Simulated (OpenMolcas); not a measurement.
# GaSiH4OF (SMILES [F][GaH][O][SiH3]): levels of theory compared

We compute a comparison of 6 runs (HF/6-31G*, B3LYP/6-31G*, M06-L/6-31G*, SVWN5/6-31G*, revPBE/6-31G*) of GaSiH4OF. 

The calculation is run with OpenMolcas 26.06.

1 further run of the same task is left out (set aside as unsound or not needed).

## 1. The system as given

The species is GaSiH4OF (8 atoms), meant as a singlet with charge 0. SMILES: `[F][GaH][O][SiH3]`. The shape is that of a PBE0-D4/def2-TZVP optimisation. This is one conformer, not always the lowest.

Bond lengths: F1–Ga2 1.751 Å, Ga2–O3 1.763 Å, O3–Si4 1.639 Å, Ga2–H5 1.537 Å, Si4–H6 1.485 Å, Si4–H7 1.487 Å, Si4–H8 1.487 Å. Angles: F1–Ga2–O3 113.0°, Ga2–O3–Si4 138.2°, F1–Ga2–H5 121.9°, O3–Ga2–H5 125.1°, O3–Si4–H6 108.0°, O3–Si4–H7 111.0°, O3–Si4–H8 111.0°, H6–Si4–H7 109.1°, H6–Si4–H8 109.1°, H7–Si4–H8 108.7°.

## 2. Energy and gradient at HF/6-31G(d) (spherical functions) (run 1)

Input file geom.xyz:

```xyz
8

F      0.857100     1.472000     1.846200
Ga     1.323900     1.220200     0.177500
O      0.322200     0.024800    -0.644000
Si    -0.952800    -0.945800    -0.299100
H      2.493100     1.984200    -0.463100
H     -1.287500    -1.717200    -1.523200
H     -0.618600    -1.894300     0.796900
H     -2.137300    -0.143800     0.108800
```

Input file calc.input:

```
>>> EXPORT MOLCAS_PRINT=2

&gateway
  baslib = $CurrDir
  coord = geom.xyz
  basis = 6-31Gs
  group = NoSym

&seward

&scf
  thresholds = 1e-10 1e-07 1e-07 1e-05
  prorbitals = 1 1

&alaska
```

The basis set 6-31G* is read from a file made from the Basis Set Exchange's data (not shown).

Command:

```console
$ export MOLCAS_MEM=1860
$ pymolcas calc.input > calc.log
```

Standard output:

```text
--- Start Module: gateway ---
[...]
--- Stop Module: gateway /rc=_RC_ALL_IS_WELL_ ---
[...]
      Basis functions           86
[...]
--- Start Module: scf ---
[...]
       Convergence after  14 Iterations
[...]
::    Total SCF energy                              -2388.6109448981
[...]
      Total spin, S                                     0.0000000000
[...]
      Total electronic charge=   66.000000
      Total            charge=   -0.000000
[...]
      Dipole Moment (debye):
      Origin of the operator (angstrom)=    0.6214    0.6196    0.2027
                   X=  1.1808E+00               Y=  5.2490E-01               Z= -1.2781E+00           Total=  1.8175E+00
      Quadrupole Moment (debye*angstrom):
[...]
 *              Molecular gradients               *
 **************************************************
  Irreducible representation: a
 ------------------------------------------------------------------------------------------
                              X                       Y                       Z
 ------------------------------------------------------------------------------------------
  F1               -2.50097653612080E-03    1.16095366294022E-03    8.48656217462818E-03
  GA2               4.94813055794552E-03    2.89121643366030E-04   -1.02603812649047E-02
  O3                1.30591621533016E-03    5.77377928728140E-04   -1.36937150223559E-03
  SI4               1.93457673647046E-03    2.34559451567584E-03    1.71277946736348E-03
  H5               -3.56926069229946E-03   -2.47206763110119E-03    1.62234961091068E-03
  H6                2.97093203904808E-06   -1.71753564884236E-03   -4.39438479320131E-03
  H7                1.32952666017955E-03   -2.84444134910800E-03    3.18445687384994E-03
  H8               -3.45088387335490E-03    2.66099687836308E-03    1.01798943359777E-03
[...]
```

Wall time 24 s (1 thread of AMD EPYC 7R43 (Zen 3), shared host); peak memory 0.47 GiB.

## 3. Energy and gradient at B3LYP/6-31G(d) (spherical functions) (run 2)

Input file test.input:

```
* FGaH4OSi Kohn-Sham DFT

&GATEWAY
 BasLib=$CurrDir
 Coord
 8
 angstrom
 F        0.857100       1.472000       1.846200
 Ga       1.323900       1.220200       0.177500
 O        0.322200       0.024800      -0.644000
 Si      -0.952800      -0.945800      -0.299100
 H        2.493100       1.984200      -0.463100
 H       -1.287500      -1.717200      -1.523200
 H       -0.618600      -1.894300       0.796900
 H       -2.137300      -0.143800       0.108800
 Basis=6-31Gs
 Group=NoSym

&SEWARD
 GridInput
 Grid=UltraFine
 End of Grid

&SCF
 KSDFT=B3LYP
 Thresholds=1e-10 1e-07 1e-07 1e-05
 PrOrbitals=1 1

&ALASKA
```

The basis set 6-31G* is read from a file made from the Basis Set Exchange's data (not shown).

Command:

```console
$ export MOLCAS_MEM=1860
$ pymolcas test.input > test.log
```

Standard output:

```text
--- Start Module: gateway ---
[...]
--- Stop Module: gateway /rc=_RC_ALL_IS_WELL_ ---
[...]
      Basis functions           86
[...]
--- Start Module: scf ---
[...]
       Convergence after  14 Iterations
[...]
::    Total KS-DFT energy                           -2391.6744122923
[...]
      Total spin, S                                     0.0000000000
[...]
      Total electronic charge=   66.000000
      Total            charge=   -0.000000
[...]
      Dipole Moment (debye):
      Origin of the operator (angstrom)=    0.6214    0.6196    0.2027
                   X=  1.0028E+00               Y=  4.3756E-01               Z= -1.1060E+00           Total=  1.5557E+00
      Quadrupole Moment (debye*angstrom):
[...]
 *              Molecular gradients               *
 **************************************************
  Irreducible representation: a
 ------------------------------------------------------------------------------------------
                              X                       Y                       Z
 ------------------------------------------------------------------------------------------
  F1                9.13477409940633E-04   -6.69213354665743E-04   -3.69362878016943E-03
  GA2              -3.51084592929141E-03   -4.48251957518764E-03   -3.67529272237732E-03
  O3               -5.45813885736512E-03   -9.50095506739856E-04    9.60226725042190E-03
  SI4               8.42003108622791E-03    5.96206070894034E-03   -3.37912387736772E-03
  H5               -2.72709362549861E-03   -1.71515586537296E-03    1.67826700816942E-03
  H6                5.98884930438803E-04    5.63604697154219E-04    9.43530993025021E-05
  H7                6.25056772100285E-04    9.42083982477193E-04   -4.29191817071573E-04
  H8                1.13862821337118E-03    3.49234913606722E-04   -1.97650160866258E-04
[...]
```

It took 59 s on 1 thread of AMD EPYC 7R43 (Zen 3), shared host; peak memory 0.47 GiB.

Runs 3 to 4 aren't shown in full; the table further down has their settings and results.

## 4. Energy and forces at revPBE/6-31G(d) (spherical functions) (run 5)

Input file run.input:

```
* FGaH4OSi Kohn-Sham DFT

&GATEWAY
  BASLIB=$CurrDir
  COORD
  8
  angstrom
  F        0.857100       1.472000       1.846200
  Ga       1.323900       1.220200       0.177500
  O        0.322200       0.024800      -0.644000
  Si      -0.952800      -0.945800      -0.299100
  H        2.493100       1.984200      -0.463100
  H       -1.287500      -1.717200      -1.523200
  H       -0.618600      -1.894300       0.796900
  H       -2.137300      -0.143800       0.108800
  BASIS=6-31Gs
  GROUP=NoSym

&SEWARD
  GRIDINPUT
  Grid=UltraFine
  End of Grid

&SCF
  KSDFT=revPBE
  THRESHOLDS=1e-10 1e-07 1e-07 1e-05
  PRORBITALS=0

&ALASKA
```

The basis set 6-31G* is read from a file made from the Basis Set Exchange's data (not shown).

Command:

```console
$ export MOLCAS_MEM=1860
$ pymolcas run.input > run.log
```

Standard output:

```text
--- Start Module: gateway ---
[...]
--- Stop Module: gateway /rc=_RC_ALL_IS_WELL_ ---
[...]
      Basis functions           86
[...]
--- Start Module: scf ---
[...]
       Convergence after  18 Iterations
[...]
::    Total KS-DFT energy                           -2391.3342723918
[...]
      Total spin, S                                     0.0000000000
[...]
      Total electronic charge=   66.000000
      Total            charge=   -0.000000
[...]
      Dipole Moment (debye):
      Origin of the operator (angstrom)=    0.6214    0.6196    0.2027
                   X=  9.4551E-01               Y=  4.2777E-01               Z= -1.0040E+00           Total=  1.4440E+00
      Quadrupole Moment (debye*angstrom):
[...]
 *              Molecular gradients               *
 **************************************************
  Irreducible representation: a
 ------------------------------------------------------------------------------------------
                              X                       Y                       Z
 ------------------------------------------------------------------------------------------
  F1                3.32751133099762E-03   -2.25552742867752E-03   -1.30457044797510E-02
  GA2              -8.15074070731114E-03   -7.38097243332092E-03   -7.76086890855510E-04
  O3               -9.61566891860022E-03   -1.40535770083972E-03    1.75666070548743E-02
  SI4               1.24485621371662E-02    8.57625417016372E-03   -5.61352041538532E-03
  H5               -5.09685030585505E-03   -3.13996728597532E-03    3.28812442608672E-03
  H6                1.70930309157180E-03    3.24370396717022E-03    4.46340105846854E-03
  H7               -2.20796784789812E-04    4.53459599279027E-03   -4.25920297979143E-03
  H8                5.59868015662968E-03   -2.17272928118639E-03   -1.62361777378628E-03
[...]
```

It took 71 s on 1 thread of AMD EPYC 7R43 (Zen 3), shared host; peak memory 0.46 GiB.

## 5. Energy and forces at B3LYP/6-31G(d) (Cartesian functions) (run 6)

Input file test.input:

```
* FGaH4OSi Kohn-Sham DFT

&GATEWAY
  BASLIB
  $CurrDir
  COORD
  8
  angstrom
  F        0.857100       1.472000       1.846200
  Ga       1.323900       1.220200       0.177500
  O        0.322200       0.024800      -0.644000
  Si      -0.952800      -0.945800      -0.299100
  H        2.493100       1.984200      -0.463100
  H       -1.287500      -1.717200      -1.523200
  H       -0.618600      -1.894300       0.796900
  H       -2.137300      -0.143800       0.108800
  BASIS
  6-31Gs
  GROUP
  NoSym

&SEWARD
  GRIDINPUT
  Grid=UltraFine
  End of Grid

&SCF
  KSDFT
  B3LYP
  THRESHOLDS
  1e-10 1e-07 1e-07 1e-05
  PRORBITALS
  1 1

&ALASKA
```

The basis set 6-31G* is read from a file made from the Basis Set Exchange's data (not shown).

Command:

```console
$ export MOLCAS_MEM=1860
$ pymolcas test.input > test.log
```

Standard output:

```text
--- Start Module: gateway ---
[...]
--- Stop Module: gateway /rc=_RC_ALL_IS_WELL_ ---
[...]
      Basis functions           92
[...]
--- Start Module: scf ---
[...]
       Convergence after  14 Iterations
[...]
::    Total KS-DFT energy                           -2391.6849140599
[...]
      Total spin, S                                     0.0000000000
[...]
      Total electronic charge=   66.000000
      Total            charge=   -0.000000
[...]
      Dipole Moment (debye):
      Origin of the operator (angstrom)=    0.6214    0.6196    0.2027
                   X=  9.8698E-01               Y=  4.3181E-01               Z= -1.0857E+00           Total=  1.5295E+00
      Quadrupole Moment (debye*angstrom):
[...]
 *              Molecular gradients               *
 **************************************************
  Irreducible representation: a
 ------------------------------------------------------------------------------------------
                              X                       Y                       Z
 ------------------------------------------------------------------------------------------
  F1                3.66612793293086E-04   -6.01064184306388E-04   -2.31431970647833E-03
  GA2              -3.06522383622365E-03   -4.17724286521803E-03   -3.88552293001254E-03
  O3               -6.04608089389336E-03   -1.82579956955742E-03    8.68086717076721E-03
  SI4               7.95147475321301E-03    5.70456700321564E-03   -3.00131717646379E-03
  H5               -1.68071676695369E-03   -1.01441315437079E-03    1.14802659011248E-03
  H6                6.50072955979963E-04    5.93825191891106E-04    5.85673638422435E-05
  H7                6.65673029060676E-04    9.44484429809656E-04   -4.54187474352885E-04
  H8                1.15818796550826E-03    3.75643148664118E-04   -2.32113837259629E-04
[...]
```

It took 35 s on 1 thread of AMD EPYC 7R43 (Zen 3), shared host; peak memory 0.51 GiB.

## 6. All runs side by side

| run | level | integration grid | Cartesian functions | energy (Eh) | dipole moment (D) | HOMO energy (eV) | LUMO energy (eV) | wall time |
| --- | --- | --- | --- | --- | --- | --- | --- | --- |
| 1 | HF/6-31G* (spherical functions) | – | no | -2388.610945 | 1.82 | -12.27 | 1.53 | 24 s |
| 2 | B3LYP/6-31G* (spherical functions) | UltraFine | no | -2391.674412 | 1.56 | -8.45 | -1.34 | 59 s |
| 3 | M06-L/6-31G* (spherical functions) | UltraFine | no | -2391.534020 | 1.61 | -7.59 | -1.59 | 68 s |
| 4 | SVWN5/6-31G* (spherical functions) | UltraFine | no | -2386.219533 | 1.45 | -7.31 | -2.09 | 47 s |
| 5 | revPBE/6-31G* (spherical functions) | UltraFine | no | -2391.334272 | 1.44 | -7.20 | -1.74 | 71 s |
| 6 | B3LYP/6-31G* (Cartesian functions) | UltraFine | yes | -2391.684914 | 1.53 | -8.44 | -1.31 | 35 s |

## 7. Outcome

```
                       quantity           value
            run 6: total energy  -2391.68491 Eh
           run 6: dipole moment          1.53 D
             run 6: HOMO energy        -8.44 eV
             run 6: LUMO energy        -1.31 eV
           run 6: HOMO–LUMO gap         7.12 eV
run 6: largest force on an atom      0.552 eV/Å
```

The dipole moment (its size) runs from 1.44 D (revPBE/6-31G*) to 1.82 D (HF/6-31G*). The HOMO–LUMO gap runs from 5.22 eV (SVWN5/6-31G*) to 13.80 eV (HF/6-31G*). Exact exchange widens orbital gaps. Totals of different functionals can't be ranked against each other. All runs together took 5.1 min, the longest 71 s.
